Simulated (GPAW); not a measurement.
# Pt3W (I4/mmm) in GPAW: reference runs

How does Pt3W come out in PBEsol? The cell is run as given.

All numbers are computed with GPAW 26.7.0; they aren't measurements. Logs are shortened: lines on timing, memory, paths and dates and some standing lists are left out, and cuts for length are marked. The log counts tension as positive stress, the text compression.

## Step 1: The structure

Symmetry: I4/mmm, No. 139, tetragonal system. Conventional cell: a = 3.896 Å, b = 3.896 Å, c = 8.037 Å, α = 90.00°, β = 90.00°, γ = 90.00°. Pt (site symmetry 4/mmm) is surrounded by 4 W at 2.75 Å and 8 Pt at 2.80 Å. Pt (site symmetry -4m2) is surrounded by 8 Pt at 2.75 to 2.80 Å and 4 W at 2.80 Å. Around W (site symmetry 4/mmm) lie 12 Pt at 2.75 to 2.80 Å.

The cell comes from a database or a generator and needn't be the stable form of this composition.

## Step 2: Single point, PBEsol

run.py reads:

```python
from ase import Atoms
from ase.dft.bandgap import bandgap
from ase.io import write
from ase.units import Bohr, GPa
from gpaw import GPAW, PW, setup_paths
from gpaw.elf import elf_from_dft_calculation

setup_paths.insert(0, '.')

atoms = Atoms(['Pt', 'Pt', 'Pt', 'W'],
              cell=[[-1.94790367, 1.94790367, 4.01834097],
                    [1.94790367, -1.94790367, 4.01834097],
                    [1.94790367, 1.94790367, -4.01834097]],
              scaled_positions=[[0.5, 0.5, 0.0],
                                [0.25, 0.75, 0.5],
                                [0.75, 0.25, 0.5],
                                [0.0, 0.0, 0.0]],
              pbc=True)

calc = GPAW(mode=PW(600),
            xc='PBEsol',
            kpts={'size': (10, 10, 10), 'gamma': True},
            occupations={'name': 'fermi-dirac', 'width': 0.05},
            nbands=53,
            convergence={'density': 1e-05, 'energy': 1e-05},
            maxiter=150,
            txt='gpaw.txt')
atoms.calc = calc
energy = atoms.get_potential_energy()
forces = atoms.get_forces()
stress = atoms.get_stress()
calc.write('gs.gpw')
write('result.traj', atoms)
print(f'Energy: {energy:.6f} eV')
print('Forces (eV/A):')
print(forces.round(4))
print('Stress (GPa):', (stress / GPa).round(3))
print('Fermi level:', round(calc.get_fermi_level(), 4), 'eV')
print(f'Gap: {bandgap(calc)[0]:.4f} eV, direct: {bandgap(calc, direct=True)[0]:.4f} eV')

# fields on the real-space grid
write('density.cube', atoms, data=calc.get_pseudo_density() * Bohr**3)
write('potential.cube', atoms, data=calc.get_electrostatic_potential())
write('elf.cube', atoms, data=elf_from_dft_calculation(calc).data)
```

Potentials or basis: PAW data sets generated in the run's folder for this functional, pw.

Run with:

```console
gpaw-setup -f PBEsol Pt W
OMP_NUM_THREADS=1 python run.py
```

gpaw.txt:

```text
__  _  _
 | _ |_)|_||  |
 |__||  | ||/\| - 26.7.0

Input parameters:
  mode=PW(ecut=600.0),
  convergence={'density': 1e-05, 'energy': 1e-05},
  kpts=MonkhorstPack(size=(10, 10, 10), gamma=True),
  maxiter=150,
  nbands=53,
  occupations=Occupations(name='fermi-dirac', width=0.05),
  xc=XC(name='PBEsol')

Diagonalizing LCAO Hamiltonian
Converting LCAO to pw mode

       Pt
         Pt

            Pt

       W

Atoms  # Å, Bohr magnetons
|   | symbol |        x |        y |        z |    initial magnetic moments |
|---|--------|----------|----------|----------|-----------------------------|
| 0 |     Pt | 0.000000 | 0.000000 | 4.018341 | ( 0.0000,  0.0000,  0.0000) |
| 1 |     Pt | 1.947904 | 0.000000 | 2.009170 | ( 0.0000,  0.0000,  0.0000) |
| 2 |     Pt | 0.000000 | 1.947904 | 2.009170 | ( 0.0000,  0.0000,  0.0000) |
| 3 |      W | 0.000000 | 0.000000 | 0.000000 | ( 0.0000,  0.0000,  0.0000) |

Unit cell  # Å
| periodic |         x |         y |         z |  lengths |     angles |
|----------|-----------|-----------|-----------|----------|------------|
|      yes | -1.947904 |  1.947904 |  4.018341 | 4.871932 | 132.865947 |
|      yes |  1.947904 | -1.947904 |  4.018341 | 4.871932 | 132.865947 |
|      yes |  1.947904 |  1.947904 | -4.018341 | 4.871932 |  68.864749 |

Number of symmetries: 16
Symmetry operations  # r_c * U_cc + t_c -> r_c
|    | kind |            matrix            |
|----|------|------------------------------|
|  0 |  σ   |  1, 1, 1,  0, 0,-1,  0,-1, 0 |
|  1 |  C4  |  1, 1, 1,  0, 0,-1, -1, 0, 0 |
|  2 |  E   |  1, 0, 0,  0, 1, 0,  0, 0, 1 |
|  3 |  σ   |  1, 0, 0,  0, 1, 0, -1,-1,-1 |
|  4 |  σ   |  0, 1, 0,  1, 0, 0,  0, 0, 1 |
|  5 |  C2  |  0, 1, 0,  1, 0, 0, -1,-1,-1 |
|  6 |  C2  |  0, 0, 1, -1,-1,-1,  1, 0, 0 |
|  7 |  S4  |  0, 0, 1, -1,-1,-1,  0, 1, 0 |
|  8 |  C4  |  0, 0,-1,  1, 1, 1,  0,-1, 0 |
|  9 |  σ   |  0, 0,-1,  1, 1, 1, -1, 0, 0 |
| 10 |  σ   |  0,-1, 0, -1, 0, 0,  1, 1, 1 |
| 11 |  C2  |  0,-1, 0, -1, 0, 0,  0, 0,-1 |
| 12 |  C2  | -1, 0, 0,  0,-1, 0,  1, 1, 1 |
| 13 |  i   | -1, 0, 0,  0,-1, 0,  0, 0,-1 |
| 14 |  S4  | -1,-1,-1,  0, 0, 1,  1, 0, 0 |
| 15 |  C2  | -1,-1,-1,  0, 0, 1,  0, 1, 0 |

BZ-sampling:
  Number of BZ points: 1000
  Number of IBZ points: 102

  Monkhorst-Pack size: [10, 10, 10]
  Monkhorst-Pack shift: [0.05, 0.05, 0.05]

K-points  # in reciprocal-cell coordinates
|     |                                coordinates |     weight |
|-----|--------------------------------------------|------------|
|   0 | (  0.00000000,   0.00000000,   0.00000000) | 0.00100000 |
|   1 | (  0.10000000,  -0.10000000,   0.00000000) | 0.00400000 |
|   2 | (  0.10000000,  -0.10000000,   0.10000000) | 0.00400000 |
|   3 | (  0.10000000,   0.00000000,   0.00000000) | 0.00800000 |
|   4 | (  0.10000000,   0.10000000,  -0.10000000) | 0.00200000 |
|   5 | (  0.20000000,  -0.20000000,   0.00000000) | 0.00400000 |
|   6 | (  0.20000000,  -0.20000000,   0.10000000) | 0.00800000 |
|   7 | (  0.20000000,  -0.20000000,   0.20000000) | 0.00400000 |
|   8 | (  0.20000000,  -0.10000000,   0.00000000) | 0.01600000 |
|   9 | (  0.20000000,  -0.10000000,   0.10000000) | 0.00800000 |
| ... |                                            |            |
| 101 | (  0.50000000,   0.50000000,   0.50000000) | 0.00100000 |

Plane wave coefficients: 2057
Cutoff: 600.0 eV

Spin-components: 1 (collinear spins)
Bands:           53
Projectors:      24
Spin-degeneracy: 2
Datatype:        complex128

Parallelization:
  kpt:    1
  domain: 1
  band:   1

Density:
  Valence electrons: 62.0
  Components: 1
  Grid points: [28 28 28]
  Charge: 0.0  # |e|

Potential:
  Grid points: [28 28 28]

species:
  Pt:
    name:    Platinum
    Z:       78.0
    valence: 16
    core:    62
    charge:  0.0  # [|e|]
    compensation charges:
      type: gauss
      rc: 0.41  # [Å]
      lmax: 2
    cutoffs:
      filter: 2.26  # [Å]
      core: 2.26  # [Å]
    projectors
    | kind |    occ | energy [eV] | rcut [Å] |
    |------|--------|-------------|----------|
    |   6s |  1.000 |      -5.666 |    1.307 |
    |   5p |  6.000 |     -56.073 |    1.371 |
    |   6p |  0.000 |      -0.783 |    1.371 |
    |   5d |  9.000 |      -6.179 |    1.307 |
    |    s |        |      21.545 |    1.307 |
    |    d |        |      21.032 |    1.307 |

    Using partial waves for Pt as LCAO basis

  W:
    name:    Tungsten
    Z:       74.0
    valence: 14
    core:    60
    charge:  0.0  # [|e|]
    compensation charges:
      type: gauss
      rc: 0.40  # [Å]
      lmax: 2
    cutoffs:
      filter: 2.36  # [Å]
      core: 3.02  # [Å]
    projectors
    | kind |    occ | energy [eV] | rcut [Å] |
    |------|--------|-------------|----------|
    |   5s |  2.000 |     -78.864 |    1.344 |
    |   6s |  2.000 |      -5.730 |    1.344 |
    |   5p |  6.000 |     -43.252 |    1.355 |
    |   6p |  0.000 |      -1.338 |    1.355 |
    |   5d |  4.000 |      -4.526 |    1.228 |
    |    d |        |      22.686 |    1.228 |

    Using partial waves for W as LCAO basis

Reference energy: -1939349.544177  # eV

eigensolver:
  PPCG
  Converge bands: occupied
  niter=2

density mixing:
  MSR1-Mixer
  Pratt-step length: 0.05
  Maximum mixing coefficient: 0.75
  Old densities: 10
  SVD Regularization: 0.005
  Good broyden scale: 1.0
  Trust region scale: 1.0
  Backstep threshold: 4.0
  History deletion threshold: 6.0
  Fourier metric: weight=20.0, sigma=0.015

occupation numbers:
  Fermi-Dirac:
    width: 0.0500  # eV

poisson solver:
  ecut: 4800.0  # eV

xc functional:
  name: PBEsol with 2 nearest neighbor stencil

convergence criteria:
- Maximum integral of absolute [dens]ity change: 1e-05 electrons / valence electron
- Maximum [total energy] change in last 3 cyles: 1e-05 eV / valence electron
- Maximum integral of absolute [eigenst]ate change: 4e-08 eV^2 / valence electron
maximum number of iterations: 150

SCF iterations
|iter     | |      energy | eigst |  dens |
|---------|-|-------------|-------|-------|
|iter:   1| |  -37.895282 | +0.40 |       |
|iter:   2| |  -37.175111 | -1.83 | -1.10 |
|iter:   3| |  -35.667946 | -1.88 | -1.18 |
|iter:   4| |  -35.388179 | -2.38 | -1.51 |
|iter:   5| |  -35.370988 | -3.29 | -2.18 |
|iter:   6| |  -35.368360 | -3.92 | -2.35 |
|iter:   7| |  -35.366274 | -3.76 | -2.52 |
|iter:   8| |  -35.366435 | -5.20 | -3.58 |
|iter:   9| |  -35.366468c| -5.69 | -3.77 |
|iter:  10| |  -35.366473c| -6.25 | -4.17 |
|iter:  11| |  -35.366472c| -7.80c| -4.69 |
|iter:  12| |  -35.366472c| -8.10c| -5.44c|

Converged in 12 steps
Energy contributions relative to reference atoms: (reference = -1939349.544177)

Energy contributions:
  Kinetic:         -31.823780
  Coulomb:          22.039096
  Zero:             -1.640733
  External:          0.000000
  Xc:              -23.929852
  Entropy:          -0.022405
  Spinorbit:         0.000000
  ----------------------------
  Free energy:     -35.377674
  Extrapolated:    -35.366472

dipole moment: (-13.974731, -13.974731, -1.182330)  # |e|*Ang

Fermi level: 13.094
Eigenvalues  # (at kpt = [0.000, 0.000, 0.000])
| band index |      eig [eV] | occ [0-2] |
|------------|---------------|-----------|
|          0 |       -61.659 |     2.000 |
|        ... |               |           |
|         21 |         8.556 |     2.000 |
|         22 |         9.049 |     2.000 |
|         23 |         9.705 |     2.000 |
|         24 |         9.705 |     2.000 |
|         25 |        10.430 |     2.000 |
|         26 |        10.793 |     2.000 |
[... 8 lines left out ...]
|         35 |        19.824 |     0.000 |
|         36 |        21.234 |     0.000 |
|        ... |               |           |
|         52 |        36.850 |     0.000 |

No gap
No difference between direct/indirect transitions

Forces  # eV/Ang
|       x |       y |        z |
|---------|---------|----------|
| 0.00000 | 0.00000 |  0.00000 |  # Pt   0
| 0.00000 | 0.00000 | -0.00000 |  # Pt   1
| 0.00000 | 0.00000 |  0.00000 |  # Pt   2
| 0.00000 | 0.00000 | -0.00000 |  # W    3

Stress tensor  # eV/Ang^3
|         x |         y |         z |
|-----------|-----------|-----------|
|  0.034395 | -0.000000 | -0.000000 |
| -0.000000 |  0.034395 | -0.000000 |
| -0.000000 | -0.000000 |  0.034988 |

# Writing to gs.gpw (mode='')
```

Wall time 6.2 min (1 thread of Arm Neoverse V1, shared host); peak memory 0.39 GiB.

Results:

```yaml
Free_energy: -35.3777 eV
Pressure: -5.5 GPa
Band_gap_on_the_k_mesh: none (metal or under the smearing width)
```
